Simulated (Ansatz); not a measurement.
# BGeH3 (triplet): from Hartree-Fock to the top rungs at a displaced geometry (v2), cc-pVDZ

How much of the correlation energy of BGeH3 (triplet) does each wave-function method recover here?

Computed with Ansatz 0.2.0, Gaussian basis. Level: cc-pVDZ, core rule «outside noble gas», up to 15 orbitals frozen.

The runs, in order: UHF; CCSD(T) on ROHF; CCSD(T) on UHF; BCCD(T) on ROHF; CISD; CCSDT(Q) on ROHF; CCSDT(Q) on UHF.

25 further runs of the same task are left out: 2 for a known fault of the program, 7 that didn't finish, 16 set aside as unsound or not needed.

### 1 The geometry

The geometry is a PBE0/def2-TZVP stationary point (not a proven minimum) with its atoms shifted at random (size 0.100 Å). No spin-orbit coupling is included. The filled d shell of Ge may be among the frozen orbitals whatever the setting's name suggests; the logs give the count.

5 atoms, charge 0, spin multiplicity 3.

Atoms are counted from 1 here; the program's logs count them from 0.

Bond lengths: Ge1–B2 1.942 Å, Ge1–H3 1.527 Å, Ge1–H4 1.610 Å, B2–H5 1.200 Å. Angles: B2–Ge1–H3 128.2°, B2–Ge1–H4 121.2°, H3–Ge1–H4 109.8°, Ge1–B2–H5 140.4°.

### 2 UHF

The input, in.yaml:

```yaml
crystal:
  periodic: [false, false, false]
  atoms:
    - {symbol: Ge, position_ang: [0.022962, 0.016601, 0.253961]}
    - {symbol: B, position_ang: [-0.141912, -0.159743, -1.672812]}
    - {symbol: H, position_ang: [-0.065291, 1.287608, 1.096349]}
    - {symbol: H, position_ang: [0.017817, -1.276311, 1.213427]}
    - {symbol: H, position_ang: [-0.085242, 0.505704, -2.669841]}
basis:
  gaussian: {orbitals: cc-pVDZ}
magnetization: {spin_polarized: true, initial_magnetization: 2}
hamiltonian: {xc: hf}
output: {orbitals: {seedname: orbitals}}
```

Started as:

```console
$ ansatz run in.yaml --threads 1 --pin off --events-out ev --progress --plain --max-ram 2393MiB
```

After this run come: CCSD(T) on ROHF; CCSD(T) on UHF; BCCD(T) on ROHF; CISD; CCSDT(Q) on ROHF; CCSDT(Q) on UHF.

**Question.** What will the summary of the whole plan be? Wanted: UCCSDT(Q) below the RHF energy; RMP2 from UCCSDT(Q); UMP2 from UCCSDT(Q); RCCSD from UCCSDT(Q); RCCSD(T) from UCCSDT(Q); UCCSD(T) from UCCSDT(Q); RCCSDT(Q) from UCCSDT(Q); T1 diagnostic.

As calculated:

| quantity | value |
| --- | --- |
| UCCSDT(Q) below the RHF energy | -5.2107 eV |
| RMP2 from UCCSDT(Q) | +26.74 kcal/mol |
| UMP2 from UCCSDT(Q) | +26.90 kcal/mol |
| RCCSD from UCCSDT(Q) | +4.08 kcal/mol |
| RCCSD(T) from UCCSDT(Q) | +0.94 kcal/mol |
| UCCSD(T) from UCCSDT(Q) | +0.89 kcal/mol |
| RCCSDT(Q) from UCCSDT(Q) | +0.06 kcal/mol |
| levels within 1 kcal/mol (43 meV) | RCCSD(T), UCCSD(T), BCCD(T), RCCSDT, UCCSDT, RCCSDT(Q) |
| T1 diagnostic | 0.021 |

**Reading.** RCCSD(T) misses by +0.94 kcal/mol, 0.8 % of the correlation energy. These misses are within one basis, not against nature; the frozen cores of restricted and unrestricted runs differ, which can shift their rows.
